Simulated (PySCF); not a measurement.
# CH5BF2Ge: the cost of one run

Programs: PySCF 2.14.0, with routines of our own; each step states its level. All values are computed. Atoms count from 0.

### Step 1. The system as given

10 atoms, charge 0, multiplicity 1; geometry from: GFN2-xTB.

### Step 2. Geometry optimisation at PBE0-D3(BJ)/def2-SVP

What the job is given:

```
{"job": {"xc": "PBE0", "basis": "def2-SVP", "d3": "d3bj", "grid": 1, "maxiter": 30, "shake": 0.01, "kind": "geom"}, "charge": 0, "multiplicity": 1}
C     -1.425180    -0.544240    -0.000760
Ge     0.067160     0.717710    -0.238320
B      1.815700    -0.137050     0.272570
F      2.426660    -1.093320    -0.427820
F      2.516780     0.171480     1.349290
H     -2.383300    -0.053090    -0.315060
H     -1.527890    -0.819650     1.037060
H     -1.278450    -1.408980    -0.607690
H     -0.220090     1.972900     0.565890
H      0.059040     1.173300    -1.656220
```

The run is started by

```
> OMP_NUM_THREADS=1 python heavy_run.py task.json out
```

The driver reads the jobs from task.json and runs them one after another.

Q: Estimate the wall time and peak memory of this first job on 1 thread of Arm Neoverse V1, shared host.

About 80 s, with a peak of 0.46 GiB.
